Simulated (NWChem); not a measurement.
**AlNH3OF (SMILES [NH2][Al]([OH])[F]): HF/3-21G**

We compute a structure relaxation of AlNH3OF. 

Program for the calculation: NWChem 7.3.0.

### 1 The structure to begin with

The species is AlNH3OF (7 atoms), meant as a singlet with charge 0. As SMILES, `[NH2][Al]([OH])[F]`. The shape is that of a PBE0-D4/def2-TZVP optimisation. This is one conformer, not always the lowest. The run starts from this shape.

Bond lengths: N1–Al2 1.755 Å, Al2–O3 1.685 Å, Al2–F4 1.644 Å, N1–H5 1.006 Å, N1–H6 1.006 Å, O3–H7 0.954 Å. Angles: N1–Al2–O3 124.9°, N1–Al2–F4 118.1°, O3–Al2–F4 117.0°, Al2–N1–H5 123.7°, Al2–N1–H6 125.7°, Al2–O3–H7 124.9°, H5–N1–H6 110.6°.

### 2 A geometry optimisation at HF/3-21G

Input file struct.nw:

```
echo
START struct
memory total 2200 mb

GEOMETRY units angstrom
 N    -0.569800    0.926800   -0.530800
 Al   -0.133300   -0.630000    0.151800
 O     1.368400   -1.004200    0.819000
 F    -1.265600   -1.822100    0.146500
 H    -1.473200    1.130200   -0.925100
 H     0.029600    1.732300   -0.586700
 H     2.105200   -0.401000    0.879500
END

BASIS spherical bse
 N library 3-21G
 Al library 3-21G
 O library 3-21G
 F library 3-21G
 H library 3-21G
END

SCF
 singlet
 rhf
 thresh 1e-07
 maxiter 80
 print low
END

DRIVER
 maxiter 60
END

FREQ
 temp 2 298.15 573.15
END

TASK scf optimize
TASK scf frequencies
```

On the command line:

```
nwchem struct.nw > struct.out
```

Standard output:

```text
[...]
 Group name             Cs
[...]
  functions       =    46
[...]
  wavefunction    = RHF
[...]
         Total SCF energy =   -470.010313918952
[...]
@    0    -470.01031392  0.0D+00  0.00927  0.00301  0.00000  0.00000      1.2
[...]
         Total SCF energy =   -470.011544106680
[...]
@    1    -470.01197732 -1.7D-03  0.01662  0.00502  0.05100  0.19879      2.8
[...]
@   10    -470.01655111 -3.9D-06  0.00025  0.00010  0.00545  0.01649     16.1
[...]
         Total SCF energy =   -470.016551903255
[...]
@   11    -470.01655190 -7.9D-07  0.00017  0.00005  0.00159  0.00364     17.5
[...]
         Total SCF energy =   -470.016552037310
[...]
         Total SCF energy =   -470.016552061101
[...]
                         RHF ENERGY GRADIENTS
    atom               coordinates                        gradient
                 x          y          z           x          y          z
   1 N       0.996279   3.295609   0.000000   -0.000044   0.000066   0.000000
   2 Al      0.208990   0.072853   0.000000    0.000021  -0.000042   0.000000
   3 O       2.320991  -2.204017   0.000000   -0.000005  -0.000034   0.000000
   4 F      -2.812586  -0.705946   0.000000    0.000020   0.000011   0.000000
   5 H      -0.261983   4.710152   0.000000    0.000034  -0.000036   0.000000
   6 H       2.765952   3.967420   0.000000   -0.000006  -0.000006   0.000000
   7 H       3.007390  -3.852437   0.000000   -0.000020   0.000042   0.000000
[...]
@   12    -470.01655206 -1.6D-07  0.00005  0.00002  0.00074  0.00176     18.8
[...]
      Optimization converged
[...]
@   12    -470.01655206 -1.6D-07  0.00005  0.00002  0.00074  0.00176     18.8
[...]
         Total SCF energy =   -470.016552061101
      One-electron energy =   -976.127606440042
      Two-electron energy =    344.800645146229
 Nuclear repulsion energy =    161.310409232712
        Time for solution =      0.0s
[...]
 Zero-Point correction to Energy  =   28.108 kcal/mol  (  0.044793 au)
 Thermal correction to Energy     =   37.802 kcal/mol  (  0.060241 au)
 Thermal correction to Enthalpy   =   38.940 kcal/mol  (  0.062055 au)
 Total Entropy                    =   89.533 cal/mol-K
   - Translational                =   42.243 cal/mol-K (mol. weight =  79.0014)
   - Rotational                   =   27.221 cal/mol-K (symmetry #  =        1)
   - Vibrational                  =   20.069 cal/mol-K
 Cv (constant volume heat capacity) =   24.561 cal/mol-K
   - Translational                  =    2.979 cal/mol-K
   - Rotational                     =    2.979 cal/mol-K
   - Vibrational                    =   18.602 cal/mol-K
[...]
 Normal Eigenvalue ||           Projected Infra Red Intensities
  Mode   [cm**-1]  || [atomic units] [(debye/angs)**2] [(KM/mol)] [arbitrary]
 ------ ---------- || -------------- ----------------- ---------- -----------
    1       -0.000 ||    0.000337           0.008         0.329       0.036
    2        0.000 ||    0.000445           0.010         0.434       0.047
    3        0.000 ||    0.001651           0.038         1.610       0.175
    4        0.000 ||    0.000144           0.003         0.140       0.015
    5        0.000 ||    0.000017           0.000         0.017       0.002
    6        0.000 ||    0.001004           0.023         0.979       0.107
    7      243.699 ||    0.190470           4.394       185.679      20.236
    8      264.025 ||    0.017274           0.399        16.840       1.835
    9      279.057 ||    0.024225           0.559        23.615       2.574
   10      305.209 ||    0.002305           0.053         2.247       0.245
   11      329.569 ||    0.147305           3.398       143.600      15.650
   12      338.070 ||    0.338032           7.799       329.530      35.914
   13      721.691 ||    0.544486          12.562       530.792      57.848
   14      764.180 ||    0.000921           0.021         0.897       0.098
[...]
```

It took 24 s on 1 thread of Intel Xeon 6975P-C (Granite Rapids), shared host; peak memory 0.1 GiB.

The path in brief:

```
step  energy from the first frame kept (eV)
   0                                 0.0000
   1                                -0.0453
   2                                -0.0923
   3                                -0.1383
   4                                -0.1536
   5                                -0.1532
   6                                -0.1622
   7                                -0.1657
   8                                -0.1689
   9                                -0.1696
  10                                -0.1697
  11                                -0.1697
  12                                -0.1697
```

After the run. Bond lengths: N1–Al2 1.756 Å, Al2–O3 1.643 Å, Al2–F4 1.651 Å, N1–H5 1.002 Å, N1–H6 1.002 Å, O3–H7 0.945 Å. Angles: N1–Al2–O3 123.4°, N1–Al2–F4 118.2°, O3–Al2–F4 118.4°, Al2–N1–H5 124.6°, Al2–N1–H6 124.5°, Al2–O3–H7 159.8°, H5–N1–H6 110.9°.

### 3 Outcome

At HF/3-21G:

| quantity | value |
| --- | --- |
| total energy at the end | -470.01655 Eh |
| lowest harmonic wavenumber | 244 cm⁻¹ |
| highest harmonic wavenumber | 4191 cm⁻¹ |
| zero-point energy | 117.6 kJ/mol |
| ideal-gas entropy at 298.15 K (symmetry number 1 as used) | 74.0 cal/(mol K) |

At the final geometry: Bond lengths: N1–Al2 1.756 Å, Al2–O3 1.643 Å, Al2–F4 1.651 Å, N1–H5 1.002 Å, N1–H6 1.002 Å, O3–H7 0.945 Å. Angles: N1–Al2–O3 123.4°, N1–Al2–F4 118.2°, O3–Al2–F4 118.4°, Al2–N1–H5 124.6°, Al2–N1–H6 124.5°, Al2–O3–H7 159.8°, H5–N1–H6 110.9°. All 15 modes are real, so the shape is a minimum at this level. The optimisation took 13 steps and changed the energy by -0.170 eV.
